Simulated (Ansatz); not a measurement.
Below is the output of a Python script on Ansatz 0.2.0 through its Python package that makes a convergence test of the plane-wave cutoff of SnI3, space group Pm-3m. Write a script that gives it. Level of theory (first run): r2SCAN, PAW, cutoff 250 eV, 3×3×3 k-points, Fermi-Dirac smearing of 0.01 eV. The script varies cutoff (eV): 250, 325, 400, 475.

The script reads `POSCAR_sni3`:
```text
SnI3
1.0
   6.01518800    0.00000000    0.00000000
   0.00000000    6.01518800    0.00000000
   0.00000000    0.00000000    6.01518800
Sn I
1 3
Direct
   0.00000000    0.00000000    0.00000000
   0.50000000    0.00000000    0.00000000
   0.00000000    0.00000000    0.50000000
   0.00000000    0.50000000    0.00000000
```

Running `python ecut_sni3.py` prints:
```text
 cutoff (eV)  F/atom (eV)  iterations  P (GPa)  plane waves
         250  -7154.94271          11 -0.36128         1935
         325  -7155.86305           9 -0.32035         2945
         400  -7155.88054          11 -0.33009         3911
         475  -7155.88268          10 -0.33121         5137
250: +939.97 meV/atom
325: +19.63 meV/atom
400: +2.14 meV/atom  (within 5 meV)
```

One script that gives this output:

The script, `ecut_sni3.py`:
```python
"""Convergence of SnI3 with the plane-wave cutoff."""

import warnings

import ansatz as az
from ase.io import read
import pandas as pd

warnings.simplefilter("ignore", az.DeckWarning)

atoms = read("POSCAR_sni3", format="vasp")
sni3 = az.Crystal.from_ase(atoms)

model = (
    sni3.calculation()
    .mixing("msr1")
    .eigensolver("davidson", mixed_precision=False)
    .occupations(az.OccupationsMethod.FERMI_DIRAC, width=0.01)
    .functional(az.Functional.R2SCAN)
    .kpoints(spacing=0.52)
    .scf(extra_bands=8)
    .stress()
)

rows = []
for value in [250, 325, 400, 475]:
    rep = model.basis(value).run(threads=1).report
    rows.append((value, rep["free_energy_ev"] / len(rep["lattice"]["sites"]), rep["n_iterations"], sum(rep["stress_gpa"][i][i] for i in range(3)) / 3, rep["n_pw"]))

table = pd.DataFrame(rows, columns=["cutoff (eV)", "F/atom (eV)", "iterations", "P (GPa)", "plane waves"])
print(table.round(5).to_string(index=False))

# the last row is the reference
for row in rows[:-1]:
    shift = 1000 * (row[1] - rows[-1][1])
    print(f"{row[0]}: {shift:+.2f} meV/atom" + ("  (within 5 meV)" if abs(shift) < 5 else ""))
```

Notes:
- The cell holds an odd number of electrons and is run without spin, so a magnetic state may lie lower.
- For a metal this k-point mesh is coarse: on a finer one energies can move by several to tens of meV an atom and pressures by half a GPa or more, differences at one mesh by less.
- Pressure is positive in compression.
- This cell is a computed structure, which may not be the phase found in nature.
- Shifts are counted from the last row, which is itself no proven limit.
- The script silences the warnings on its input, which a real study should read.
- The whole script took 32 s on 1 thread of Arm Neoverse V1, with other jobs on the host, peak memory 0.96 GiB.

(Lines on the test bed's own set-up are left out of the output.)
